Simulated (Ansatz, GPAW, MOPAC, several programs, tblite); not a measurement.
# What each method gives for ZnFCl (Janus 1T monolayer)

A free-standing Janus 1T monolayer of ZnFCl, relaxed with r2SCAN in Ansatz, was computed with several methods. In-plane lattice: a = 3.353 Å, b = 3.353 Å, γ = 120.0°; thickness between the outer nuclei 2.31 Å. Zn has 3 F at 2.13 Å and 3 Cl at 2.40 Å; F has 3 Zn at 2.13 Å; Cl has 3 Zn at 2.40 Å. Values at 0 K without nuclear motion; spin polarisation is off, and the phase may be a hypothetical one.

```yaml
crystal:
  lattice:
    - [3.35272, 0.00000, 0.00000]
    - [-1.67636, 2.90354, 0.00000]
    - [0.00000, 0.00000, 28.34942]
  atoms:
    - { symbol: Zn, position: [0.00000, 0.00000, 0.32354] }
    - { symbol: F, position: [0.33333, 0.66667, 0.35519] }
    - { symbol: Cl, position: [0.66667, 0.33333, 0.27368] }
```
The sheet repeats along a and b alone.

Gaps and times are for a single point on this cell. Times are rough, from shared hosts (Arm Neoverse V2), and each method has its own mesh and cell size. PM6 (MOPAC), PM7 (MOPAC), GFN1-xTB (tblite), GFN2-xTB (tblite) treat a cluster of cells at its zone centre, which samples few k points: where these miss a band edge, the gap comes out too large for that reason alone. Gaps from k meshes are read at a limited set of points (mesh, symmetry points, PBE's band edges), so each method's own least gap may be somewhat smaller. xTB and the PM methods were fitted mostly to molecules, and can miss a solid's gap by electronvolts. Minimal bases can be far off for gaps. GLLB-SC's gap includes the derivative discontinuity. d marks a direct gap, i an indirect one (no mark: not told apart), a dash a value that wasn't computed or didn't pass its checks.

```csv
method,kind,gap (eV),atoms computed,processor time
PM7 (MOPAC),semi-empirical,6.50,27,0.39 s
PM6 (MOPAC),semi-empirical,5.94,27,0.49 s
GFN1-xTB (tblite),tight binding,3.48,27,0.73 s
GFN2-xTB (tblite),tight binding,4.84,27,0.91 s
light PBE (260 eV and a coarse mesh),light plane-wave,3.55 d,3,2.7 s
PBE/single zeta (GPAW),small basis,3.49 d,3,6.2 s
PBE,semilocal,3.51 d,3,10 s
r2SCAN,semilocal,4.13 d,3,27 s
GLLB-SC (GPAW),model potential,6.06,3,37 s
```

Against r2SCAN (4.13 eV) and with closed or daggered gaps left aside, the nearest gap at the points sampled is that of light PBE (260 eV and a coarse mesh) (-0.58 eV) and the farthest that of PM7 (MOPAC) (+2.37 eV). r2SCAN is only a yardstick of convenience: semilocal gaps usually lie below measured ones, which GLLB-SC and hybrids aim to mend.
